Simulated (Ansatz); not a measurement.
# LiSe+ (triplet): from Hartree-Fock to the top rungs at distance Se1–Li2 = 8.670 Å, cc-pVDZ

The task here is to estimate one member of a computed series from the others.

Program: Ansatz 0.2.0, Gaussian basis. Level of theory: cc-pVDZ, core rule «outside noble gas», up to 15 orbitals frozen. These are calculated values, not measurements.

Plan: UHF; CCSD(T) on ROHF; CCSD(T) on UHF; BCCD(T) on ROHF; CCSDT(Q) on ROHF; CCSDT(Q) on UHF; Full CI.

73 further runs of the same task are left out: 55 for a known fault of the program, 12 that didn't finish, 6 set aside as unsound or not needed.

**What is computed**

The geometry derives from a PBE0/def2-TZVP stationary point (not a proven minimum). One bond is set to the value named and the two fragments are kept rigid. No spin-orbit coupling is included. The filled d shell of Se may be among the frozen orbitals whatever the setting's name suggests; the logs give the count.

2 atoms, charge 1, spin multiplicity 3.

Atoms are counted from 1 here; the program's logs count them from 0.

No contacts short enough for the rule that draws bonds.

The first run:

in.yaml

```yaml
crystal:
  periodic: [false, false, false]
  atoms:
    - {symbol: Se, position_ang: [0.000000, 0.000000, 0.000000]}
    - {symbol: Li, position_ang: [0.000000, 0.000000, 8.670000]}
basis:
  gaussian: {orbitals: cc-pVDZ}
total_charge: 1
magnetization: {spin_polarized: true, initial_magnetization: 2}
hamiltonian: {xc: hf}
output: {orbitals: {seedname: orbitals}}
```

Command:

```sh
$ ansatz run in.yaml --threads 1 --pin off --events-out ev --progress --plain --max-ram 2393MiB
```

Steps of the session up to this table: UHF; CCSD(T) on ROHF; CCSD(T) on UHF; BCCD(T) on ROHF; CCSDT(Q) on ROHF; CCSDT(Q) on UHF; Full CI.

One of the session's tables, all rows but one given; the rest of the session is left out.

It belongs to the step «Misses and costs». 

```
   method  from FCI (kJ/mol)
     ROHF             +240.5
      UHF             +230.9
     RMP2              +42.4
     UMP2              +43.5
    RCCSD                  ?
    UCCSD               +2.3
 RCCSD(T)               +0.8
 UCCSD(T)                0.0
  BCCD(T)               +0.8
   RCCSDT               +0.2
   UCCSDT               -0.5
RCCSDT(Q)                0.0
UCCSDT(Q)               -0.7
      FCI                  0
```

Estimate the missing values for RCCSD.

As computed: from FCI (kJ/mol): +3.2. In the column «from FCI (kJ/mol)» it lies between UCCSD (+2.3) and RMP2 (+42.4).

Caveats from the session: UCCSDT, UCCSDT(Q) fall below full CI: unrestricted runs freeze a spin-polarised core, another one than full CI's, and coupled cluster isn't variational. Levels on UHF freeze UHF's core orbitals, full CI those of ROHF, so the U rows can settle a little off it for that reason alone. Restricted and unrestricted rows rest on different reference determinants; where their highest levels disagree by more than a few hundredths of an eV, they describe different states and don't form one ladder.
